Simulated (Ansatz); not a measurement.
# SiGeO (triplet): the correlation ladder at a displaced geometry (v2), cc-pVDZ

One table from this session's results is given with a row withheld; the runs are named, their logs left out.

Computed with Ansatz 0.2.0, Gaussian basis. Level: cc-pVDZ, core rule «outside noble gas», up to 20 orbitals frozen.

Plan: UHF; CCSD(T) on ROHF; CCSD(T) on UHF; BCCD(T) on ROHF; CISD; CCSDT(Q) on ROHF; CCSDT(Q) on UHF.

26 further runs of the same task are left out: 4 for a known fault of the program, 11 that didn't finish, 11 set aside as unsound or not needed.

## What is computed

The geometry is a PBE0/def2-TZVP stationary point (not a proven minimum) with its atoms shifted at random (size 0.100 Å). No spin-orbit coupling is included. The filled d shell of Ge may be among the frozen orbitals whatever the setting's name suggests; the logs give the count.

3 atoms, charge 0, spin multiplicity 3.

Atoms are counted from 1 here; the program's logs count them from 0.

Bond lengths: Ge1–Si2 2.329 Å, Si2–O3 1.524 Å. Angles: Ge1–Si2–O3 172.9°.

The first run:

Contents of in.yaml:

```yaml
crystal:
  periodic: [false, false, false]
  atoms:
    - {symbol: Ge, position_ang: [0.084376, 0.005225, 2.056198]}
    - {symbol: Si, position_ang: [-0.080498, 0.013599, -0.267109]}
    - {symbol: O, position_ang: [-0.003878, -0.018825, -1.789089]}
basis:
  gaussian: {orbitals: cc-pVDZ}
magnetization: {spin_polarized: true, initial_magnetization: 2}
hamiltonian: {xc: hf}
output: {orbitals: {seedname: orbitals}}
```

Run with:

```console
$ ansatz run in.yaml --threads 1 --pin off --events-out ev --progress --plain --max-ram 2393MiB
```

Among the steps run: UHF; CCSD(T) on ROHF; CCSD(T) on UHF; BCCD(T) on ROHF; CISD; CCSDT(Q) on ROHF; CCSDT(Q) on UHF.

One table of the session follows, with a row left open; its other results are not shown here.

```
   method  from RCCSDT(Q) (meV)
     ROHF              +10052.4
      UHF               +9935.3
     RMP2                +916.5
     UMP2                +947.3
     CISD               +1560.7
    RCCSD                +526.9
    UCCSD                     ?
 RCCSD(T)                 +81.1
 UCCSD(T)                 +78.6
  BCCD(T)                 +72.6
   RCCSDT                 +40.8
   UCCSDT                 +35.9
RCCSDT(Q)                     0
UCCSDT(Q)                 -26.3
```

Estimate the missing values for UCCSD.

As computed: from RCCSDT(Q) (meV): +518.5. In the column «from RCCSDT(Q) (meV)» it lies between RCCSD(T) (+81.1) and RCCSD (+526.9).

Limits of these values: Restricted and unrestricted rows rest on different reference determinants; where their highest levels disagree by more than a few hundredths of an eV, they describe different states and don't form one ladder.
